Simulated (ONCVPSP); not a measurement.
# Pseudopotential generation for zinc: ONCV, PBE

Task: generate the file, and judge it by its errors in other configurations, its logarithmic derivatives, its ghosts and its cutoff.

The numbers are computed with ONCVPSP 4.0.1.1 (patched build) (PBE, scalar-relativistic, spin-unpolarised reference atom).

## 1. The atom and the settings

The settings as typed:

| Quantity | Value |
| --- | --- |
| element | zinc (Zn, Z = 30) |
| type | optimised norm-conserving Vanderbilt (ONCV) |
| frozen core | [Ne] |
| valence charge | 20 |
| reference configuration | 3s2 3p6 3d10 4s2 |
| partial waves | 3s+4s: rc 1.20 bohr, ncon 4, nbas 7, qcut 11.3 1/bohr, 2 projectors; 3p: rc 0.80 bohr, ncon 3, nbas 8, qcut 17.2 1/bohr, 1 projector; 3d: rc 0.95 bohr, ncon 4, nbas 8, qcut 16.8 1/bohr, 2 projectors, debl 1.1 Ha |
| local potential | polynomial inside 0.60 bohr (lpopt 3, dvloc0 0 Ha) |
| core correction | Teter function, fcfact 1.75, rcfact 1.15 |

The outer shells as boxes (Hund's rule for the drawing; the calculation is spin-unpolarised):

```
[Ne] core
3s [↑↓]
3p [↑↓][↑↓][↑↓]
3d [↑↓][↑↓][↑↓][↑↓][↑↓]
4s [↑↓]
```

## 2. Generating the potential

Contents of Zn.dat:

```
# ATOM AND REFERENCE CONFIGURATION
# atsym  z   nc   nv     iexc    psfile
  Zn 30.00    3    4        4      upf
#
#   n    l    f
    1    0    2.00
    2    0    2.00
    2    1    6.00
    3    0    2.00
    3    1    6.00
    3    2   10.00
    4    0    2.00
#
# PSEUDOPOTENTIAL AND OPTIMIZATION
# lmax
    2
#
#   l,   rc,      ep,       ncon, nbas, qcut
    0    1.20    0.00    4    7   11.30
    1    0.80    0.00    3    8   17.20
    2    0.95    0.00    4    8   16.80
#
# LOCAL POTENTIAL
# lloc, lpopt,  rc(5),   dvloc0
    4    3    0.60    0.00
#
# VANDERBILT-KLEINMAN-BYLANDER PROJECTORs
# l, nproj, debl
    0    2    3.30
    1    1    2.00
    2    2    1.10
#
# MODEL CORE CHARGE
# icmod, fcfact, rcfact
    3    1.75    1.15
#
# LOG DERIVATIVE ANALYSIS
# epsh1, epsh2, depsh
   -6.00    5.00    0.04
#
# OUTPUT GRID
# rlmax, drl
    6.00    0.01
#
# TEST CONFIGURATIONS
# ncnf
    4
# nvcnf
#   n    l    f
    4
    3    0    2.00
    3    1    6.00
    3    2   10.00
    4    0    1.00
#
    4
    3    0    2.00
    3    1    6.00
    3    2   10.00
    4    0    0.00
#
    4
    3    0    2.00
    3    1    6.00
    3    2    9.00
    4    0    0.00
#
    5
    3    0    2.00
    3    1    6.00
    3    2   10.00
    4    0    0.00
    4    1    1.00
#
```

The run is started by

```console
oncvpsp.x < Zn.dat > Zn.out
```

What does the calculation give? Wanted: cutoffs for 1 and 0.1 mHa per electron, occupied waves; bound ghosts; GHOST(+) flags; largest test error; largest phase difference near zero energy, channels read; rms error of d²Exc/dn², without and with the model core.

As calculated:

| quantity | value |
| --- | --- |
| cutoffs for 1 and 0.1 mHa per electron, occupied waves | 109 Ha and 123 Ha |
| bound ghosts | none found |
| GHOST(+) flags | none at low energy |
| largest test error (AE − PS) | +20 meV, for 3s2 3p6 3d10 4s0 4p1 |
| largest phase difference near zero energy, channels read | 0.003 rad |
| rms error of d²Exc/dn², without and with the model core | 2.54 and 1.42 mHa |

What this shows: By total energies transferability is good: the largest error is 20 meV on 16.2 eV, for 3s2 3p6 3d10 4s0 4p1. It counts as very hard, with 109 Ha needed at the looser tolerance. At the looser tolerance the 3d wave is the slowest; 3p needs 88 Ha. No bound ghost shows below the valence levels. Near zero energy the phases of the channels with partial waves agree within 0.003 rad. All of this concerns the isolated atom, not yet a solid.
